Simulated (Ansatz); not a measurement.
**CH2NSn (SMILES N#[C][SnH2]) at 6 levels**

Aim: a comparison of 6 runs (U-revPBE/def2-SVPD, UB2PLYP/def2-SVPD, UHSE06/def2-SVPD, UPBE/def2-SVPD, USVWN5/def2-SVPD, UBCCD(T)/def2-SVPD) of CH2NSn. 

The results are computed with Ansatz 0.2.0.

60 further runs of the same task are left out: 60 set aside as unsound or not needed. Runs told in other sessions of the task aren't counted.

**1. The molecule**

CH2NSn has 5 atoms, charge 0, and is taken as a doublet. As SMILES, `N#[C][SnH2]`. The Sn3–H4 distance was set to 2.223 Å, away from the relaxed value.

Bond lengths: N1–C2 1.154 Å, C2–Sn3 2.115 Å, Sn3–H5 1.710 Å. Angles: N1–C2–Sn3 175.8°, C2–Sn3–H5 105.7°.

**2. The energy at U-revPBE/def2-SVPD (core potential) (run 1)**

Input file job.yaml:

```yaml
basis:
  gaussian:
    orbitals: def2-SVPD
crystal:
  periodic: [false, false, false]
  atoms:
    - {symbol: "N", position_ang: [1.331276, -1.447822, 1.754918]}
    - {symbol: C, position_ang: [1.003476, -0.763622, 0.885318]}
    - {symbol: Sn, position_ang: [0.507076, 0.418978, -0.796982]}
    - {symbol: H, position_ang: [-1.648500, 0.038200, -1.184000]}
    - {symbol: H, position_ang: [0.846476, 2.032278, -0.343282]}
total_charge: 0
magnetization:
  spin_polarized: true
  initial_magnetization: 1
hamiltonian:
  xc: {name: revPBE}
accuracy: high
output: {orbitals: {seedname: orbitals}}
```

Started as:

```sh
ansatz run job.yaml --threads 1 --pin off --max-ram 3480MiB --events-out events.jsonl --progress --plain --runs-dir runs
```

The log of the run:

```text
Warning: RAYON_NUM_THREADS=1 ignored (pool sized by the plan → 1); use --threads N
Functional definition: revPBE
  name "revPBE"
  parameter kappa = 1.245
  parameter beta = 0.06672455060314922
  exchange = pbe_x(kappa = kappa, mu = beta*pi^2/3)
  correlation = pbe_c(beta = beta)
1944 factors; integrals over basis functions are off by at most 3.2e-9 eV
mean field evaluation 1: about -8380.8259 eV, gradient 3.3e1 eV
mean field evaluation 2: about -8265.8373 eV, gradient 1.1e2 eV
mean field evaluation 4: about -8384.7965 eV, gradient 2.1e1 eV
mean field evaluation 8: about -8386.9436 eV, gradient 1.6e-1 eV
mean field evaluation 16: about -8386.9394 eV, gradient 2.2e-4 eV
mean field -8386.93942608 eV, -308.2143390367 hartree, gradient 3.2e-8 eV, S^2 0.754274; 0 other end points of the search recorded, 0 dependent functions left out
reference -8386.93943121 eV, -308.2143392252 hartree; 19, 18 occupied and 69, 70 virtual orbitals, 1944 factors
Total energy: -8386.93943121 eV, -308.2143392252 hartree
```

Wall time 8.4 s (1 thread of Arm Neoverse V2, shared host); peak memory 0.27 GiB.

**3. The energy at UB2PLYP/def2-SVPD (core potential) (run 2)**

Input file in.yaml:

```yaml
crystal:
  periodic: [false, false, false]
  atoms:
    - {symbol: "N", position_ang: [1.331276, -1.447822, 1.754918]}
    - {symbol: C, position_ang: [1.003476, -0.763622, 0.885318]}
    - {symbol: Sn, position_ang: [0.507076, 0.418978, -0.796982]}
    - {symbol: H, position_ang: [-1.648500, 0.038200, -1.184000]}
    - {symbol: H, position_ang: [0.846476, 2.032278, -0.343282]}
basis:
  gaussian: {orbitals: def2-SVPD}
output: {orbitals: {seedname: orbitals}}
hamiltonian: {xc: {name: B2PLYP}}
accuracy: high
magnetization: {spin_polarized: true, initial_magnetization: 1}
correlation: {frozen_orbitals: {C: 1, H: 0, "N": 1, Sn: 4}}
```

Started as:

```sh
ansatz run in.yaml --threads 1 --pin off --max-ram 3480MiB --events-out events.jsonl --progress --plain --runs-dir runs
```

The log of the run (excerpt; [...] marks lines left out):

```text
Warning: RAYON_NUM_THREADS=1 ignored (pool sized by the plan → 1); use --threads N
Functional definition: B2PLYP
  name "B2PLYP"
[...]
1944 factors; integrals over basis functions are off by at most 3.2e-9 eV
[...]
mean field -8372.62077937 eV, -307.6881384756 hartree, gradient 5.1e-8 eV, S^2 0.782249; 0 other end points of the search recorded, 0 dependent functions left out
6 core orbitals not correlated: weight in the atoms' cores, before any rotation towards them, 1.000 or more for the frozen orbitals, at most 0.000 for the correlated occupied ones
reference -8372.62080476 eV, -307.6881394088 hartree; 13, 12 occupied and 69, 70 virtual orbitals, 1944 factors
second order -13.65503174 eV of doubles, -0.00000000 eV of singles
Total energy: -8376.30766333 eV, -307.8236289622 hartree
```

Wall time 15 s (1 thread of Arm Neoverse V2, shared host); peak memory 0.38 GiB.

Runs 3 to 5 aren't shown in full; the table further down has their settings and results.

**4. The energy at UBCCD(T)/def2-SVPD (core potential) (run 6)**

Input file in.yaml:

```yaml
crystal:
  periodic: [false, false, false]
  atoms:
    - {symbol: N, position_ang: [1.331276, -1.447822, 1.754918]}
    - {symbol: C, position_ang: [1.003476, -0.763622, 0.885318]}
    - {symbol: Sn, position_ang: [0.507076, 0.418978, -0.796982]}
    - {symbol: H, position_ang: [-1.648500, 0.038200, -1.184000]}
    - {symbol: H, position_ang: [0.846476, 2.032278, -0.343282]}
basis:
  gaussian:
    orbitals: def2-SVPD
accuracy: high
scf:
  omitted_lower_state_checks: [cluster_reference, increment]
correlation:
  method: bccd_t
  frozen_orbitals: {C: 1, H: 0, "N": 1, Sn: 4}
magnetization:
  spin_polarized: true
  initial_magnetization: 1
```

Started as:

```sh
ansatz run in.yaml --threads 1 --pin off --max-ram 3480MiB --events-out events.jsonl --progress --plain --runs-dir runs
```

The log of the run:

```text
Warning: RAYON_NUM_THREADS=1 ignored (pool sized by the plan → 1); use --threads N
[... 13 lines left out ...]
6 core orbitals not correlated: weight in the atoms' cores, before any rotation towards them, 1.000 or more for the frozen orbitals, at most 0.000 for the correlated occupied ones
[... 34 lines left out ...]
Total energy: -8356.85597914 eV, -307.1087927530 hartree
Checks for a lower state left out: cluster_reference, increment
```

It took 1.8 min on 1 thread of Arm Neoverse V2, shared host; peak memory 1.4 GiB.

**5. All runs side by side**

| run | level | frozen core orbitals | energy (Eh) | HOMO energy (eV) | LUMO energy (eV) | ⟨S²⟩ | wall time |
| --- | --- | --- | --- | --- | --- | --- | --- |
| 1 | U-revPBE/def2-SVPD (core potential) | – | -308.214339 | -6.11 | -5.01 | 0.754 | 8.4 s |
| 2 | UB2PLYP/def2-SVPD (core potential) | 6 | -307.823629 | -8.10 | -3.13 | 0.782 | 15 s |
| 3 | UHSE06/def2-SVPD (core potential) | – | -308.068758 | -6.80 | -4.66 | 0.760 | 13 s |
| 4 | UPBE/def2-SVPD (core potential) | – | -308.070667 | -6.14 | -5.12 | 0.754 | 8.4 s |
| 5 | USVWN5/def2-SVPD (core potential) | – | -307.040625 | -6.19 | -5.42 | 0.752 | 4.8 s |
| 6 | UBCCD(T)/def2-SVPD (core potential) | 6 | -307.108793 | – | – | 0.846 | 1.8 min |

**6. Outcome**

```
                                          quantity          value
                               run 6: total energy  -307.10879 Eh
run 6: correlation energy (6 core orbitals frozen)     -437.1 mEh
                             run 6: (T) correction     -20.42 mEh
          run 6: ⟨S²⟩ of the reference determinant          0.846
```

**Reading.** Totals of different functionals can't be ranked against each other. All runs together took 2.6 min, the longest 1.8 min.
